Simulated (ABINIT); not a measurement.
Crystal: Ti3S2.

```
Ti S
1.0
     2.71311    1.56642    3.23762
    -2.71311    1.56642    3.23762
     0.00000   -3.13283    3.23762
Ti S
3 2
Direct
  0.00000 0.33565 0.66434
  0.66434 0.00000 0.33565
  0.33565 0.66434 0.00000
  0.16784 0.16784 0.16784
  0.83216 0.83216 0.83216
```

The cell comes from a database or a generator and needn't be the stable form of this composition.

Base run:

* Program: ABINIT 10.8.3 (patched build)
* Functional: PBE
* Potentials or basis: JTH PAW PBE v2.0
* Cutoff: 544 eV
* k mesh: 6 × 6 × 6
* Occupations: fermi-dirac, width 0.05 eV
* Spin: no spin polarisation

Its results: band gap on the k mesh none (metal or under the smearing width); pressure 0.5 GPa; largest force 0.036 eV/Å.

Question: The run is repeated on the same cell with these changes: functional from PBE to r2SCAN; cutoff from 544 eV to 653 eV; fine-grid cutoff from 1088.46 eV to 1251.72 eV. What comes out?

Answer: Band gap on the k mesh none (metal or under the smearing width); pressure 2.5 GPa; largest force 0.045 eV/Å.

Caveats: the PAW data sets were made with another functional, which shifts forces and pressure a little (some runs).
